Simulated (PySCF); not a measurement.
# C2H3NOSi: the cost of one run

Programs: PySCF 2.14.0, with density-fitted response routines of our own. Each step states its level of theory. These are calculated values for one molecule in the gas phase, unless marked as measured. Atoms count from 0, in the outputs and in this text.

### 1 Starting geometry

8 atoms, charge 0, multiplicity 1; geometry from: GFN2-xTB. The atoms were then displaced at random by about 0.01 Å, so the start is not that level's minimum.

Bonds of the start (Å): N0–C1 1.15, C1–Si2 1.87, Si2–C3 1.88, C3–O4 1.22, Si2–H5 1.45, Si2–H6 1.47, C3–H7 1.12.

### 2 Relaxing the molecule at PBE0-D3(BJ)/def2-SVP

What the job is given:

```
{"job": {"xc": "PBE0", "basis": "def2-SVP", "d3": "d3bj", "grid": 1, "shake": 0.01, "kind": "geom"}, "charge": 0, "multiplicity": 1}
N      2.296610     1.515270    -0.609690
C      1.534450     0.703770    -0.337930
Si     0.318920    -0.649880     0.109540
C     -1.342820     0.228540     0.106950
O     -2.186380     0.094400     0.982290
H      0.362310    -1.618870    -0.973250
H      0.678430    -1.160180     1.442360
H     -1.606390     0.867790    -0.772730
```

Command:

```
$ OMP_NUM_THREADS=1 python probes_run.py task.json out
```

The driver reads the jobs from task.json and runs them one after another.

**Question.** How long does this first job take on 1 thread of Arm Neoverse V2, shared host, and how much memory does it need?

About 41 s, with a peak of 0.37 GiB.
